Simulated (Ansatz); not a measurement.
# Ge (Cmmm): all-electron equation of state in Python

Where is the equilibrium volume of Ge (Cmmm) with all electrons, and how stiff is it? Aim: an all-electron equation of state, for Ge (Cmmm), run from a script.

Program: Ansatz 0.2.0, driven from Python. Level of theory: DFT PBEsol, all-electron LAPW. These are calculated values, not measurements.

### 1 Starting point

It takes space group Cmmm (No. 65, orthorhombic). Conventional cell: a = 2.794 Å, b = 5.201 Å, c = 2.698 Å, α = 90.00°, β = 90.00°, γ = 90.00°. Around Ge (site symmetry mmm) lie 8 Ge at 2.70 to 2.95 Å.

The script holds or builds the structure itself.

### 2 Script

File ge.py:

```python
"""E(V) of Ge on LAPW."""

import warnings

import ansatz as az
from ase.eos import EquationOfState
from ase.units import GPa
import numpy as np

vectors0 = np.array([
    [1.397149, -2.600516, 0.0],
    [1.397149, 2.600516, 0.0],
    [0.0, 0.0, 2.698231],
])
sites = [
    ("Ge", [0.5, 0.5, 0.0]),
]


def crystal_on(cell):
    crystal = az.Crystal(lattice=az.Lattice.of(cell))
    for symbol, position in sites:
        crystal = crystal.atom(symbol, position)
    return crystal


def main() -> None:
    warnings.simplefilter("ignore", az.DeckWarning)

    volumes, energies = [], []
    for scale in np.linspace(0.92, 1.08, 5):
        cell = vectors0 * scale ** (1 / 3)
        calculation = (
            crystal_on(cell).calculation()
            .occupations("fermi_dirac", width=0.1)
            .functional("pbesol")
            .kpoints(12, 12, 11)  # the mesh must be finer for metals
            .pseudopotentials("all_electron", lapw=True)
        )
        rep = calculation.run(threads=1).report
        volumes.append(abs(np.linalg.det(cell)) / len(sites))
        energies.append(rep["free_energy_ev"] / len(sites))
        print(f"{scale:.3f} {volumes[-1]:9.4f} A^3/atom {energies[-1]:16.5f} eV/atom  (estimated basis error {1000 * rep['lapw_basis_errors']['total_ev_per_atom']:.2f} meV/atom)")
    v0, e0, bulk = EquationOfState(volumes, energies, eos="birchmurnaghan").fit()
    print(f"V0 = {v0:.4f} A^3/atom, B0 = {bulk / GPa:.1f} GPa")


if __name__ == "__main__":
    main()
```

### 3 Launch

Launch:

```
$ python ge.py
```

**Question.** Estimate the equilibrium volume and the bulk modulus.

**Answer**, as computed:

| quantity | value |
| --- | --- |
| runs compared | 5 |
| range of energy | 73.95 meV/atom |
| lowest point, volume (Å³/atom) | 18.823 |
| equilibrium volume (fit) | 18.44 Å³/atom |
| bulk modulus (fit) | 78 GPa |

**Reading.** A third-order Birch-Murnaghan fit through the 5 points has its minimum at 18.44 Å³ an atom, 5.9 % below the typed cell, with a bulk modulus of 78 GPa and dB/dP = 4.7. From that minimum the energy rises by 2.2 meV an atom on the compressed side and 75.8 meV on the expanded side. The window is off centre, so dB/dP is rough. Reading the output:
- All-electron totals depend on functional, relativistic treatment and basis; only differences at equal settings carry meaning.
- Shape and fractional positions are held along the curve, so the bulk modulus is an upper value where they are free to relax, by a factor of two or more in layered or hydrogen-bonded cells.
- For a metal this k-point mesh is coarse: on a finer one energies can move by several to tens of meV an atom and pressures by half a GPa or more, differences at one mesh by less.
- This isn't the structure that Ge takes at ambient conditions. Whether this is the phase that is stable at ambient conditions was not tested.
